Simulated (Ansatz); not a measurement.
# BiTe (CsCl type): equation of state

One table from this session's results is given with a row withheld; the runs are named, their logs left out.

Program: Ansatz 0.2.0. Level of theory: DFT PBE, scalar-relativistic, plane waves, PAW. These are calculated values, not measurements.

3 further runs of the same task are left out: 1 for a known fault of the program, 2 that didn't finish.

**The system as given**

It takes space group Pm-3m (No. 221, cubic). The conventional cell has a = 3.913 Å, b = 3.913 Å, c = 3.913 Å, α = 90.00°, β = 90.00°, γ = 90.00°. Bi (site symmetry m-3m) has 8 Te at 3.39 Å as nearest neighbours. Te (site symmetry m-3m) is surrounded by 8 Bi at 3.39 Å.

As a file:

```xyz
2
Lattice="3.9133 0.0000 0.0000 0.0000 3.9133 0.0000 0.0000 0.0000 3.9133" Properties=species:S:1:pos:R:3 pbc="T T T"
Bi    0.0000    0.0000    0.0000
Te    1.9567    1.9567    1.9567
```

This cell comes from an earlier session at PBE: 29.964 Å³/atom at 0.01 GPa, on a 10×10×10 mesh.

Volume factors to run: 0.980, 1.020, 0.960, 1.040, 1.070, 1.100, 0.945.

Set-up of the first run:

Input file input.yaml:

```yaml
crystal:
  lattice:
    - [3.8870412605, 0.0, 0.0]
    - [0.0, 3.8870412605, 0.0]
    - [0.0, 0.0, 3.8870412605]
  atoms:
    - { symbol: Bi, position: [0.0, 0.0, 0.0] }
    - { symbol: Te, position: [0.5, 0.5, 0.5] }
basis:
  ecutwfc: 420
  ecutrho_ratio: 4
kpoints:
  mp_grid: { grid: [10, 10, 10] }
hamiltonian:
  xc: pbe
scf:
  occupations: { method: gaussian, width: 0.05 }
output:
  forces: true
  stress: true
  eigenvalues: true
```

On the command line:

```
ansatz run input.yaml --threads 2 --pin off --max-ram 2662MiB --backend cpu --events-out ev --progress --plain --runs-dir out
```

Among the steps run: Volume × 0.980; At 1.020 of the relaxed volume; Scaling the volume by 0.960; At 1.040 of the relaxed volume; At 1.070 of the relaxed volume; At 1.100 of the relaxed volume; Volume × 0.945.

One table of the session follows, with a row left open; its other results are not shown here.

It belongs to the step «The fit». 

| volume (Å³/atom) | energy (meV/atom) | pressure (GPa) |
| --- | --- | --- |
| 28.316 | 17.95 | 3.69 |
| 28.766 | 9.19 | 2.57 |
| 29.365 | 2.19 | 1.21 |
| 29.964 | 0.00 | 0.01 |
| 30.563 | 2.04 | -1.02 |
| 31.163 | ? | ? |
| 32.062 | 21.56 | -3.06 |
| 32.961 | 41.59 | -4.06 |

**Question.** Estimate the row for volume (Å³/atom) = 31.163.

Worked estimate for «energy (meV/atom)». A straight line through the neighbours (30.563, 2.04) and (32.062, 21.56) gives 2.04 + (21.56 − 2.04) × (31.163 − 30.563) / (32.062 − 30.563) = 9.85; a parabola fitted to 4 rows on both sides gives 7.71.

**Answer.** energy (meV/atom): 7.59; pressure (GPa): -1.90. In «energy (meV/atom)» the line misses by +2.26 and the parabola by +0.12.
